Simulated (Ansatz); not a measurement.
# CH₇BSSi: up Jacob's ladder to CCSD(T)

An exercise on one series of results from a longer session: the logs are not shown, and one member is left open.

Method: functionals in def2-TZVPP, the program's frozen cores in correlated methods; program: Ansatz 0.2.0, Gaussian basis.

Levels to be run: LDA (SPW92), PBE-D4, revPBE-D4, BLYP-D4, r2SCAN-D4, B97M-V, PBE0-D4, B3LYP-D4, r2SCANh-D4, r2SCAN0-D4, HSE06-D4, BHLYP-D4, CAM-B3LYP-D4, LC-ωPBE, ωB97X-V, ωB97M-V, B2PLYP, PBE-QIDH; CCSD(T)/def2-SVP; CCSD(T)/def2-TZVPP; MP2/def2-QZVPP; extrapolation to the limit; RPA on PBE.

## The relaxed structure

All runs share one geometry, relaxed beforehand with PBE0-D4 in a triple-zeta def2 set.

11 atoms, charge 0, spin multiplicity 1.

Atoms are counted from 1 here; the program's logs count them from 0.

Bond lengths: B1–C2 1.555 Å, B1–S3 2.074 Å, B1–H5 1.200 Å, B1–H6 1.195 Å, C2–S3 1.857 Å, C2–H7 1.087 Å, C2–H8 1.086 Å, S3–Si4 2.160 Å, Si4–H9 1.481 Å, Si4–H10 1.485 Å, Si4–H11 1.481 Å. Angles: C2–B1–S3 59.5°, C2–B1–H5 118.9°, C2–B1–H6 119.8°, S3–B1–H5 109.0°, S3–B1–H6 108.3°, H5–B1–H6 120.4°, B1–C2–S3 74.3°, B1–C2–H7 120.5°, B1–C2–H8 122.3°, S3–C2–H7 106.9°, S3–C2–H8 111.1°, H7–C2–H8 112.5°, B1–S3–C2 46.2°, B1–S3–Si4 95.3°, C2–S3–Si4 100.7°, S3–Si4–H9 107.9°, S3–Si4–H10 108.3°, S3–Si4–H11 108.7° and more.

Coordinates:

| atom | x (Å) | y (Å) | z (Å) |
| --- | --- | --- | --- |
| B1 | -0.4177 | 1.4060 | 0.3360 |
| C2 | -1.2507 | 0.1626 | 0.7583 |
| S3 | 0.5160 | -0.2612 | 1.1421 |
| Si4 | 1.1570 | -1.0688 | -0.7560 |
| H5 | -0.0894 | 1.5215 | -0.8129 |
| H6 | -0.2837 | 2.3174 | 1.0977 |
| H7 | -1.7897 | 0.1542 | 1.7020 |
| H8 | -1.6695 | -0.5294 | 0.0339 |
| H9 | 0.0083 | -1.0047 | -1.6881 |
| H10 | 1.5766 | -2.4779 | -0.5466 |
| H11 | 2.3081 | -0.2769 | -1.2457 |

The first run:

File in.yaml:

```yaml
crystal:
  periodic: [false, false, false]
  atoms:
    - {symbol: B, position_ang: [-0.417733, 1.406048, 0.335959]}
    - {symbol: C, position_ang: [-1.250654, 0.162644, 0.758308]}
    - {symbol: S, position_ang: [0.516006, -0.261215, 1.142091]}
    - {symbol: Si, position_ang: [1.156983, -1.068846, -0.756020]}
    - {symbol: H, position_ang: [-0.089378, 1.521544, -0.812893]}
    - {symbol: H, position_ang: [-0.283659, 2.317434, 1.097653]}
    - {symbol: H, position_ang: [-1.789729, 0.154156, 1.701971]}
    - {symbol: H, position_ang: [-1.669471, -0.529356, 0.033899]}
    - {symbol: H, position_ang: [0.008348, -1.004671, -1.688096]}
    - {symbol: H, position_ang: [1.576563, -2.477881, -0.546615]}
    - {symbol: H, position_ang: [2.308126, -0.276858, -1.245656]}
basis:
  gaussian: {orbitals: def2-TZVPP}
hamiltonian: {xc: lda}
output: {orbitals: {seedname: orbitals}}
```

Command:

```bash
$ ansatz run in.yaml --threads 2 --pin off --events-out ev --progress --plain --max-ram 4352MiB
```

Among the steps run: LDA; PBE-D4 (GGA); revPBE-D4 (GGA); BLYP-D4 (GGA); r2SCAN-D4 (meta-GGA); B97M-V (meta-GGA); PBE0-D4 (hybrid); B3LYP-D4 (hybrid); r2SCANh-D4 (hybrid); r2SCAN0-D4 (hybrid); HSE06-D4 (hybrid); BHLYP-D4 (hybrid); CAM-B3LYP-D4 (range-separated); LC-ωPBE (range-separated); ωB97X-V (range-separated); ωB97M-V (range-separated); B2PLYP (double hybrid); PBE-QIDH (double hybrid).

One table of the session follows, with a row left open; its other results are not shown here.

It belongs to the step «Frontier levels by functional». 

| functional | HOMO (eV) | gap (eV) |
| --- | --- | --- |
| LDA (SPW92) | -6.87 | 5.33 |
| PBE-D4 | -6.75 | 5.42 |
| revPBE-D4 | -6.70 | 5.47 |
| BLYP-D4 | -6.58 | 5.40 |
| r2SCAN-D4 | -6.99 | 5.95 |
| B97M-V | ? | ? |
| PBE0-D4 | -7.90 | 7.53 |
| B3LYP-D4 | -7.66 | 7.08 |
| r2SCANh-D4 | -7.41 | 6.72 |
| r2SCAN0-D4 | -8.05 | 7.87 |
| HSE06-D4 | -7.50 | 6.76 |
| BHLYP-D4 | -8.90 | 9.52 |
| CAM-B3LYP-D4 | -9.16 | 9.87 |
| LC-ωPBE | -10.52 | 12.39 |
| ωB97X-V | -10.17 | 11.92 |
| ωB97M-V | -10.03 | 11.49 |

Estimate the missing values for B97M-V.

The run gave: HOMO (eV): -7.11; gap (eV): 5.98. In the column «HOMO (eV)» it lies between r2SCANh-D4 (-7.41) and r2SCAN-D4 (-6.99).
